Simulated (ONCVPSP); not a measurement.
**Ni: generating and testing an ONCV potential**

Do these settings give a usable potential? It is generated, then checked for transferability, scattering, ghosts and hardness.

Method: ONCVPSP 4.0.1.1 (patched build), PBE, scalar-relativistic.

### 1 The atom and the settings

Typed settings, in words:

* element: nickel (Ni, Z = 28)
* type: optimised norm-conserving Vanderbilt (ONCV)
* frozen core: [Ne]
* valence charge: 18
* reference configuration: 3s2 3p6 3d8 4s2
* partial waves: 3s+4s: rc 1.35 bohr, ncon 3, nbas 7, qcut 9.5 1/bohr, 2 projectors; 3p: rc 1.05 bohr, ncon 3, nbas 7, qcut 10.4 1/bohr, 1 projector; 3d: rc 1.05 bohr, ncon 5, nbas 9, qcut 16.2 1/bohr, 1 projector
* local potential: polynomial inside 0.90 bohr (lpopt 5, dvloc0 1 Ha)
* core correction: Teter function, fcfact 5, rcfact 1.2

The nodes and maxima of the atom's own shells, from an earlier all-electron run, set the scale for the radii.

All-electron outer shells of the reference configuration (PBE, scalar-relativistic, ld1.x):

```json
{"shell": "2p", "level (eV)": "-844.68", "outermost node (bohr)": "–", "outermost maximum (bohr)": "0.16"}
{"shell": "3s", "level (eV)": "-111.06", "outermost node (bohr)": "0.30", "outermost maximum (bohr)": "0.64"}
{"shell": "3p", "level (eV)": "-71.39", "outermost node (bohr)": "0.27", "outermost maximum (bohr)": "0.65"}
{"shell": "3d", "level (eV)": "-8.87", "outermost node (bohr)": "–", "outermost maximum (bohr)": "0.63"}
{"shell": "4s", "level (eV)": "-5.64", "outermost node (bohr)": "0.92", "outermost maximum (bohr)": "2.24"}
{"shell": "4p", "level (eV)": "-1.22", "outermost node (bohr)": "1.00", "outermost maximum (bohr)": "3.17"}
```

### 2 The generation run

Contents of Ni.dat:

```
# ATOM AND REFERENCE CONFIGURATION
# atsym  z   nc   nv     iexc    psfile
  Ni 28.00    3    4        4      upf
#
#   n    l    f
    1    0    2.00
    2    0    2.00
    2    1    6.00
    3    0    2.00
    3    1    6.00
    3    2    8.00
    4    0    2.00
#
# PSEUDOPOTENTIAL AND OPTIMIZATION
# lmax
    2
#
#   l,   rc,      ep,       ncon, nbas, qcut
    0    1.35    0.00    3    7    9.50
    1    1.05    0.00    3    7   10.40
    2    1.05    0.00    5    9   16.20
#
# LOCAL POTENTIAL
# lloc, lpopt,  rc(5),   dvloc0
    4    5    0.90    1.00
#
# VANDERBILT-KLEINMAN-BYLANDER PROJECTORs
# l, nproj, debl
    0    2    0.90
    1    1    1.70
    2    1    0.50
#
# MODEL CORE CHARGE
# icmod, fcfact, rcfact
    3    5.00    1.20
#
# LOG DERIVATIVE ANALYSIS
# epsh1, epsh2, depsh
   -6.00    5.00    0.04
#
# OUTPUT GRID
# rlmax, drl
    6.00    0.01
#
# TEST CONFIGURATIONS
# ncnf
    4
# nvcnf
#   n    l    f
    4
    3    0    2.00
    3    1    6.00
    3    2    8.00
    4    0    1.00
#
    4
    3    0    2.00
    3    1    6.00
    3    2    8.00
    4    0    0.00
#
    4
    3    0    2.00
    3    1    6.00
    3    2    7.00
    4    0    0.00
#
    4
    3    0    2.00
    3    1    5.00
    3    2    8.00
    4    0    2.00
#
```

Run with:

```
$ oncvpsp.x < Ni.dat > Ni.out
```

Before running it: what results should come out? Wanted: cutoffs for 1 and 0.1 mHa per electron, occupied waves; bound ghosts; GHOST(+) flags; largest test error; largest phase difference near zero energy, channels read; rms error of d²Exc/dn², without and with the model core.

**Answer**, as computed:

| quantity | value |
| --- | --- |
| cutoffs for 1 and 0.1 mHa per electron, occupied waves | 100 Ha and 114 Ha |
| bound ghosts | none found |
| GHOST(+) flags | none at low energy |
| largest test error (AE − PS) | -15 meV, for 3s2 3p6 3d7 4s0 |
| largest phase difference near zero energy, channels read | 0.011 rad |
| rms error of d²Exc/dn², without and with the model core | 2.78 and 1.48 mHa |

**Reading.** The worst unpolarised test, 3s2 3p6 3d7 4s0, is off by 15 meV on 64.1 eV; by total energies transferability rates as good. The potential is very hard: the looser tolerance needs 100 Ha. At the looser tolerance the 3d wave is the slowest; 3p needs 40 Ha. The program's ghost test flags no bound state. Near zero energy the phases of the channels with partial waves agree within 0.011 rad. All of this concerns the isolated atom, not yet a solid.
